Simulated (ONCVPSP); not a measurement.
# Pseudopotential generation for Si: ONCV, PBE

Do these settings give a usable potential? It is generated, then checked for transferability, scattering, ghosts and hardness.

Program: ONCVPSP 4.0.1.1 (patched build). Reference atom: PBE, scalar-relativistic, spherical and spin-unpolarised. All values are calculated.

### 1 The design

Typed settings, in words:

```
element                 : silicon (Si, Z = 14)
type                    : optimised norm-conserving Vanderbilt (ONCV)
frozen core             : [Ne]
valence charge          : 4
reference configuration : 3s2 3p2
partial waves           : 3s: rc 1.60 bohr, ncon 4, nbas 7, qcut 3.3 1/bohr, 3 projectors, debl 0.9 Ha; 3p: rc 1.25 bohr, ncon 5, nbas 10, qcut 6 1/bohr, local; d scattering state at 0.15 Ha: rc 1.25 bohr, ncon 3, nbas 7, qcut 6.8 1/bohr, 1 projector
local potential         : the p channel
core correction         : not asked for
```

The outer shells as boxes (Hund's rule for the drawing; the calculation is spin-unpolarised):

```
[Ne] core
3s [↑↓]
3p [↑ ][↑ ][  ]
```

The nodes and maxima of the atom's own shells, from an earlier all-electron run, set the scale for the radii.

All-electron outer shells of the reference configuration (PBE, scalar-relativistic, ld1.x):

```csv
shell,level (eV),outermost node (bohr),outermost maximum (bohr)
2s,-139.50,0.15,0.45
2p,-95.56,–,0.39
3s,-10.81,0.72,1.80
3p,-4.08,0.72,2.17
```

### 2 Generating the potential

Input file Si.dat:

```
# ATOM AND REFERENCE CONFIGURATION
# atsym  z   nc   nv     iexc    psfile
  Si 14.00    3    2        4      upf
#
#   n    l    f
    1    0    2.00
    2    0    2.00
    2    1    6.00
    3    0    2.00
    3    1    2.00
#
# PSEUDOPOTENTIAL AND OPTIMIZATION
# lmax
    2
#
#   l,   rc,      ep,       ncon, nbas, qcut
    0    1.60    0.00    4    7    3.30
    1    1.25    0.00    5   10    6.00
    2    1.25    0.15    3    7    6.80
#
# LOCAL POTENTIAL
# lloc, lpopt,  rc(5),   dvloc0
    1    5    1.25    0.00
#
# VANDERBILT-KLEINMAN-BYLANDER PROJECTORs
# l, nproj, debl
    0    3    0.90
    1    0    0.40
    2    1    2.20
#
# MODEL CORE CHARGE
# icmod, fcfact, rcfact
    0    0.00    0.00
#
# LOG DERIVATIVE ANALYSIS
# epsh1, epsh2, depsh
   -2.00    5.00    0.02
#
# OUTPUT GRID
# rlmax, drl
    6.00    0.01
#
# TEST CONFIGURATIONS
# ncnf
    4
# nvcnf
#   n    l    f
    2
    3    0    2.00
    3    1    1.00
#
    2
    3    0    2.00
    3    1    0.00
#
    2
    3    0    1.00
    3    1    0.00
#
    2
    3    0    0.00
    3    1    4.00
#
```

On the command line:

```bash
$ oncvpsp.x < Si.dat > Si.out
```

Before running it: what results should come out? Wanted: cutoffs for 1 and 0.1 mHa per electron, occupied waves; bound ghosts; GHOST(+) flags; largest test error; largest phase difference near zero energy, channels read.

The runs gave:

| quantity | value |
| --- | --- |
| cutoffs for 1 and 0.1 mHa per electron, occupied waves | 187 Ha and 218 Ha |
| bound ghosts | s at -54.96 eV |
| GHOST(+) flags | s at 109 eV, s at 668 eV (1 near or above the test basis's cutoff) |
| largest test error (AE − PS) | +66 meV, for 3s0 3p4 |
| largest phase difference near zero energy, channels read | 0.042 rad |

In words: A bound ghost (s) makes it unfit for use: electrons can fall into a state that the atom doesn't have. The worst unpolarised test, 3s0 3p4, is off by 66 meV on 13.8 eV; by total energies transferability rates as fair. The potential is very hard: the looser tolerance needs 187 Ha. At the looser tolerance the 3p wave is the slowest; 3s needs 14 Ha. Of the channels read, p scatters worst near zero energy, by up to 0.04 rad. The program also flags highly localised states, GHOST(+) (s).
